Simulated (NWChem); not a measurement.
Plane-wave run on LiH (space group Fm-3m)

```
LiH
1.0
    0.00000     2.00862     2.00862
    2.00862     0.00000     2.00862
    2.00862     2.00862     0.00000
Li H
1 1
Cartesian
  0.00000   0.00000   0.00000
  2.00862   2.00862   2.00862
```

Program: NWChem. Origin of the cell: Materials Project cell, not relaxed here.

Norm-conserving pseudopotentials with valence charges Li 1, H 1, fixed occupations, no spin-orbit coupling, density cut at twice the wavefunction cutoff.

The program generates the PBEsol runs' potentials with LDA.

Level: PBEsol, Troullier-Martins, cutoff 35 Ha, density from a 6×6×6 mesh. Bands run along Γ–X–U|K–Γ–L–W–X with k in units of the cell's reciprocal vectors.

Problem. Give the band energies at the labelled points, in eV from the valence-band top.

Solution. 
```json
[
 {"point": "Γ", "k": "0.000 0.000 0.000", "band 1": "-5.59", "band 2": "15.96", "band 3": "17.39"},
 {"point": "X", "k": "0.500 0.000 0.500", "band 1": "0.00", "band 2": "2.65", "band 3": "10.40"},
 {"point": "U", "k": "0.625 0.250 0.625", "band 1": "-0.55", "band 2": "3.79", "band 3": "7.28"},
 {"point": "K", "k": "0.375 0.375 0.750", "band 1": "-0.55", "band 2": "3.79", "band 3": "7.28"},
 {"point": "L", "k": "0.500 0.500 0.500", "band 1": "-2.73", "band 2": "4.65", "band 3": "13.48"},
 {"point": "W", "k": "0.500 0.250 0.750", "band 1": "-0.25", "band 2": "4.92", "band 3": "4.92"}
]
```
Bands up to 1 are filled.
